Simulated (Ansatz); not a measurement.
Working through a geometry optimisation of C2H7BSe, SMILES B[Se]CC

Program: Ansatz 0.2.0 through its Python package.

Input file `c2h7bse.xyz`:
```text
11

B    -0.41630    2.28390   -0.59870
Se    1.04860    1.02980   -0.33550
C    -0.21010   -0.41220    0.10070
C     0.67610   -1.67280    0.41540
H    -0.96390    2.42540   -1.69250
H    -0.87060    2.98010    0.29720
H    -0.75030   -0.12510    1.00870
H    -0.82300   -0.58060   -0.74770
H    -0.09910   -2.48550    0.71600
H     1.28540   -1.51410    1.30340
H     1.18850   -1.98590   -0.44630
```

Run as a notebook:

**Cell 1**
```python
import itertools

import ansatz
from ase.data import atomic_numbers, covalent_radii
import numpy as np

BASIS_SET = "def2-SVP"
XC = "hf"
```

**Cell 2**
```python
geometry = ansatz.Crystal.molecule_from_extxyz("c2h7bse.xyz")
```

**Cell 3**
```python
base = geometry.calculation().basis(gaussian=BASIS_SET).functional(XC)
symbols = [site.symbol for site in geometry.cartesian_sites]
start = np.array([site.position_ang for site in geometry.cartesian_sites], dtype=float)
data = base.relax(force_tolerance=0.01, max_steps=100).run(threads=1, backend="cpu").report
end = np.array(data["positions_ang"])
```

**Cell 4**
```python
print(f"E = {data['free_energy_ev']:.6f} eV = {data['free_energy_ev'] / 27.211386246:.7f} Ha")
print("converged:", data["converged"], " doubts:", data["published_state_doubts"] or "none")
```
Output:
```text
E = -68136.575927 eV = -2503.9729807 Ha
converged: True  doubts: none
```

**Cell 5**
```python
radius = [covalent_radii[atomic_numbers[s]] for s in symbols]
span = lambda where, i, j: np.linalg.norm(where[i] - where[j])
bonded = [(i, j) for i, j in itertools.combinations(range(len(symbols)), 2) if min(span(start, i, j), span(end, i, j)) < 1.2 * (radius[i] + radius[j])]
print("pair        before    after (A)")
for i, j in bonded:
    print(f"{symbols[i]}{i}-{symbols[j]}{j}".ljust(10), f"{span(start, i, j):8.4f} {span(end, i, j):8.4f}")
for first, second in list(itertools.combinations(bonded, 2)):
    shared = set(first) & set(second)
    if shared and symbols[(j := shared.pop())] != "H":
        i, k = sorted((set(first) | set(second)) - {j})
        u, v = end[i] - end[j], end[k] - end[j]
        angle = np.degrees(np.arccos(np.clip(u @ v / np.linalg.norm(u) / np.linalg.norm(v), -1, 1)))
        print(f"final angle {symbols[i]}{i}-{symbols[j]}{j}-{symbols[k]}{k}: {angle:.2f} deg")
with open("c2h7bse_opt.xyz", "w") as handle:
    handle.write(f"{len(symbols)}\nrelaxed C2H7BSe\n")
    handle.writelines(f"{s:2s} {x:11.6f} {y:11.6f} {z:11.6f}\n" for s, (x, y, z) in zip(symbols, end))
```
Output:
```text
pair        before    after (A)
B0-Se1       1.9463   1.9104
B0-H4        1.2314   1.1960
B0-H5        1.2222   1.1949
Se1-C2       1.9632   1.9696
C2-C3        1.5727   1.5211
C2-H6        1.0949   1.0877
C2-H7        1.0601   1.0876
C3-H8        1.1627   1.0919
C3-H9        1.0886   1.0911
C3-H10       1.0503   1.0910
final angle Se1-B0-H4: 120.91 deg
final angle Se1-B0-H5: 117.03 deg
final angle B0-Se1-C2: 102.51 deg
final angle H4-B0-H5: 122.06 deg
final angle Se1-C2-C3: 111.24 deg
final angle Se1-C2-H6: 107.51 deg
final angle Se1-C2-H7: 107.52 deg
final angle C3-C2-H6: 111.03 deg
final angle C3-C2-H7: 111.05 deg
final angle C2-C3-H8: 109.97 deg
final angle C2-C3-H9: 111.44 deg
final angle C2-C3-H10: 111.44 deg
final angle H6-C2-H7: 108.32 deg
final angle H8-C3-H9: 107.91 deg
final angle H8-C3-H10: 107.92 deg
final angle H9-C3-H10: 108.01 deg
```

It writes `c2h7bse_opt.xyz`:
```text
11
relaxed C2H7BSe
B    -0.460968    2.444417   -0.503157
Se    0.835686    1.144352    0.024348
C    -0.212304   -0.523248    0.036169
C     0.650257   -1.713462    0.427543
H    -1.591821    2.127514   -0.729446
H    -0.089004    3.576328   -0.594308
H    -1.033239   -0.388905    0.736938
H    -0.630441   -0.654302   -0.959281
H     0.049549   -2.625302    0.427841
H     1.072142   -1.589170    1.426041
H     1.475444   -1.855221   -0.271989
```

Caveats:
- Total energies depend on the basis set; only differences at equal settings carry meaning.
- The end point is the stationary point reached from this start; no frequency run checks that it is a minimum, and the basis set is modest.
- The whole script took 79 s on 1 thread of Arm Neoverse V2 (shared host), peak memory 0.31 GiB.
